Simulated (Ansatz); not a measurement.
**TaCo3: further runs on the relaxed cell**

One table from this session's results is given with a row withheld; the runs are named, their logs left out.

Method: DFT PBEsol, scalar-relativistic, plane waves, PAW, in Ansatz 0.2.0.

## The structure to begin with

It takes space group Pm-3m (No. 221, cubic). Conventional cell: a = 3.589 Å, b = 3.589 Å, c = 3.589 Å, α = 90.00°, β = 90.00°, γ = 90.00°. Around Ta (site symmetry m-3m) lie 12 Co at 2.54 Å. Co (site symmetry 4/mmm) has 4 Ta at 2.54 Å and 8 Co at 2.54 Å in its first shell of neighbours.

As a file:

```
Ta Co
1.0
     3.58901    0.00000    0.00000
     0.00000    3.58901    0.00000
     0.00000    0.00000    3.58901
Ta Co
1 3
Direct
  0.00000 0.00000 0.00000
  0.00000 0.50000 0.50000
  0.50000 0.00000 0.50000
  0.50000 0.50000 0.00000
```

It is the result of an earlier relaxation at this level (volume 11.56 Å³/atom; gap on the mesh: none (metal)).

The first run:

input.yaml

```yaml
crystal:
  lattice:
    - [3.5527583282, 0.0, 0.0]
    - [0.0, 3.5527583282, 0.0]
    - [0.0, 0.0, 3.5527583282]
  atoms:
    - { symbol: Ta, position: [0.0, 0.0, 0.0] }
    - { symbol: Co, position: [0.0, 0.5, 0.5] }
    - { symbol: Co, position: [0.5, 0.0, 0.5] }
    - { symbol: Co, position: [0.5, 0.5, 0.0] }
basis:
  ecutwfc: 420
kpoints:
  mp_grid: { grid: [12, 12, 12] }
hamiltonian:
  xc: pbesol
scf:
  occupations: { method: gaussian, width: 0.1 }
output:
  forces: true
  stress: true
  eigenvalues: true
```

Command:

```bash
$ ansatz run input.yaml --threads 1 --pin off --max-ram 2560MiB --backend cpu --events-out ev --progress --plain --runs-dir out
```

Among the steps run: The cell scaled to 0.97 of its volume; The cell scaled to 1.03 of its volume; Volume × 0.94; Point at V/V0 = 1.06; Volume × 0.91; Point at V/V0 = 1.10; Volume × 0.88.

One of the session's tables, all rows but one given; the rest of the session is left out.

It belongs to the step «Fit of the equation of state». 

| volume (Å³/atom) | energy above the lowest point (meV/atom) | pressure (GPa) |
| --- | --- | --- |
| 10.171 | 178.1 | 46.32 |
| 10.517 | ? | ? |
| 10.864 | 39.3 | 19.37 |
| 11.211 | 9.2 | 8.88 |
| 11.558 | 0.0 | -0.02 |
| 11.904 | 8.6 | -7.58 |
| 12.251 | 32.3 | -14.01 |
| 12.713 | 83.5 | -21.08 |

**Question.** Estimate the row for volume (Å³/atom) = 10.517.

Worked estimate for «energy above the lowest point (meV/atom)». A straight line through the neighbours (10.171, 178.1) and (10.864, 39.3) gives 178.1 + (39.3 − 178.1) × (10.517 − 10.171) / (10.864 − 10.171) = 108.8; a parabola fitted to 3 rows on both sides gives 95.7.

The run gave: energy above the lowest point (meV/atom): 94.2; pressure (GPa): 31.73. In «energy above the lowest point (meV/atom)» the line misses by +14.6 and the parabola by +1.5.

Caveats from the session: The final runs have no spin polarisation, so a magnetic state may lie lower.
